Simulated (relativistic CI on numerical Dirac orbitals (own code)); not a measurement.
# Ru²⁺: L2,3 absorption multiplets

Aim: the L2,3 absorption spectrum of Ru²⁺ in 5 surroundings, from the same atomic integrals.

Method: Dirac-Coulomb-Breit CI, KLI orbitals optimised for each configuration, model QED (radiative potential, 1s self-energy scaled to tabulated hydrogen-like ionisation energies), valence Slater integrals scaled by 0.8, multiplet model of core-to-valence dipole absorption. Code: relativistic CI on numerical Dirac orbitals (own code) version 1.

**1. The atom as given**

```
ion                                            : Ru²⁺ (Ru III)
nuclear charge                                 : 44
electrons                                      : 42
configurations                                 : [Kr] 4d6 → [He] 2s2 2p5 3s2 3p6 3d10 4s2 4p6 4d7
magnetising field for the dichroism, Lz and Sz : exchange field 10 meV on Sz; these come from the lowest magnetised state alone (0 K)
temperature of the isotropic spectrum          : 300 K
widths                                         : Lorentz 0.96 eV, Gauss 0.5 eV
surrounding 1                                  : free ion
surrounding 2                                  : Td, 10Dq = -4550 cm⁻¹
surrounding 3                                  : Td, 10Dq = -11000 cm⁻¹
surrounding 4                                  : Td, 10Dq = -14150 cm⁻¹
surrounding 5                                  : Oh, 10Dq = 33950 cm⁻¹
```

**2. Surrounding 1: free ion**

Input settings:

```ini
atom Ru  Z=44  charge=2  electrons=42
nucleus A=102  rms_radius_fm=4.4809
hamiltonian dirac-coulomb  breit=on  qed=on  c_scale=1
orbitals kli  potential=per-configuration
slater_scale 0.8
correlation none
mixing on
configurations
  [Kr] 4d6
  [He] 2s2 2p5 3s2 3p6 3d10 4s2 4p6 4d7
end
absorption L2,3 T=300 lorentz=0.96 gauss=0.5
crystal_field free
```

**3. Surrounding 2: Td, 10Dq = -4550**

Changes to the settings of step 2:

```diff
@@ -12,2 +12,2 @@
 absorption L2,3 T=300 lorentz=0.96 gauss=0.5
-crystal_field free
+crystal_field Td 10Dq=-4550
```

**4. Surrounding 3: Td, 10Dq = -11000**

Changes to the settings of step 3:

```diff
@@ -12,2 +12,2 @@
 absorption L2,3 T=300 lorentz=0.96 gauss=0.5
-crystal_field Td 10Dq=-4550
+crystal_field Td 10Dq=-11000
```

**5. Surrounding 4: Td, 10Dq = -14150**

Changes to the settings of step 4:

```diff
@@ -12,2 +12,2 @@
 absorption L2,3 T=300 lorentz=0.96 gauss=0.5
-crystal_field Td 10Dq=-11000
+crystal_field Td 10Dq=-14150
```

**6. Surrounding 5: Oh, 10Dq = 33950**

Changes to the settings of step 5:

```diff
@@ -12,2 +12,2 @@
 absorption L2,3 T=300 lorentz=0.96 gauss=0.5
-crystal_field Td 10Dq=-14150
+crystal_field Oh 10Dq=33950
```

(Steps that only read results are left out.)

Before running it: what results should come out? Wanted: highest peak, first run; ground spin; share of the lower edge; core spin-orbit splitting.

The runs gave:

| surrounding | ground S | Lz (0 K) | Sz (0 K) | centroid (eV) | share of the lower edge | up to four highest peaks (% of the highest), eV |
| --- | --- | --- | --- | --- | --- | --- |
| 1: free | 1.99 | -2.01 | -1.99 | 2865.93 | 0.802 | 2840.0 (100), 2969.2 (36) |
| 2: Td | 1.99 | -0.69 | -1.81 | 2872.59 | 0.751 | 2840.2 (100), 2969.4 (36) |
| 3: Td | 1.96 | -0.35 | -1.80 | 2873.02 | 0.749 | 2840.7 (100), 2969.8 (35) |
| 4: Td | 1.89 | -0.37 | -1.73 | 2869.88 | 0.774 | 2839.1 (52), 2840.8 (100), 2970.0 (34) |
| 5: Oh | 0.02 | 0.00 | 0.00 | 2878.57 | 0.716 | 2841.8 (100), 2970.8 (41) |

| quantity | value |
| --- | --- |
| highest peak, first run | 2840.0 eV |
| ground spin (effective S from ⟨S²⟩) | 0.02 to 1.99 |
| share of the lower edge | 0.716 to 0.802 |
| core spin-orbit splitting (without Breit) | 133.35 eV |

In words: The ground spin changes between the runs (1.99 to 0.02), and the line shape with it. The lower edge takes 0.80 of the intensity in surrounding 1, above the statistical 0.67. The position of the maximum differs by up to 1.8 eV between the surroundings, by shifts of peaks or by peaks exchanging rank. Edge positions are free-ion values and differ from those in solids by a few eV or more.
